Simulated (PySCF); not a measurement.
# InO: bond curves at several levels of theory

The task here is to estimate one member of a computed series from the others.

Computed with PySCF 2.14.0. Level: In def2-SVPD with ECP28, O def2-SVPD, scalar-relativistic core potentials.

The first run:

Settings of the job:

```json
{"atoms": "In, O", "charge": "0", "basis": "In def2-SVPD with ECP28, O def2-SVPD", "Hamiltonian": "scalar-relativistic core potentials", "basis functions": "55", "electrons treated": "29", "masses in u": "114.9039, 15.9949", "levels": "PBE0, PBE, r²SCAN, M06-2X, PBEsol, M06-L, ωB97X, HF, MP2, SCS-MP2, CCSD, CCSD(T)", "grid": "80 radial by 434 angular points", "occupations": "held fixed by the projection of orbital angular momentum", "dissociation limit": "In + O, each in its ground configuration", "starting distance in angstrom": "1.990", "values of 2S to try": "1, 3"}
```

Command:

```
OMP_NUM_THREADS=1 python dia.py task.json out
```

Among the steps run: The job; First curve: PBE0; Higher solutions at PBE0; PBE; r²SCAN (meta-GGA); M06-2X; PBEsol; M06-L (meta-GGA); ωB97X; UHF (mean field); MP2 and coupled cluster.

One of the session's tables, all rows but one given; the rest of the session is left out.

Energy (eV) from each level's lowest point:

| R (Å) | UHF | UHF-MP2 | UHF-SCS-MP2 | UHF-CCSD | UHF-CCSD(T) |
| --- | --- | --- | --- | --- | --- |
| 1.831 | 0.784 | 0.873 | 0.889 | n/a | n/a |
| 1.916 | 0.317 | 0.381 | 0.392 | 0.384 | 0.401 |
| 2.001 | 0.078 | 0.116 | 0.122 | 0.118 | 0.129 |
| 2.065 | ? | ? | ? | ? | ? |
| 2.129 | 0.000 | 0.000 | 0.000 | 0.000 | 0.000 |
| 2.193 | 0.044 | 0.027 | 0.024 | 0.025 | 0.020 |
| 2.278 | 0.158 | 0.120 | 0.113 | 0.117 | 0.104 |
| 2.385 | 0.357 | 0.299 | 0.288 | 0.292 | 0.271 |
| 2.512 | 0.639 | 0.569 | 0.553 | 0.554 | 0.523 |
| 2.683 | 1.035 | 0.987 | 0.968 | n/a | n/a |

Estimate the missing values for R (Å) = 2.065.

Worked estimate for «UHF». A straight line through the neighbours (2.001, 0.078) and (2.129, 0.000) gives 0.078 + (0.000 − 0.078) × (2.065 − 2.001) / (2.129 − 2.001) = 0.039; a parabola fitted to 4 rows on both sides gives 0.002.

**Answer.** UHF: 0.006; UHF-MP2: 0.025; UHF-SCS-MP2: 0.028; UHF-CCSD: 0.025; UHF-CCSD(T): 0.031. In «UHF» the line misses by +0.033 and the parabola by -0.004.
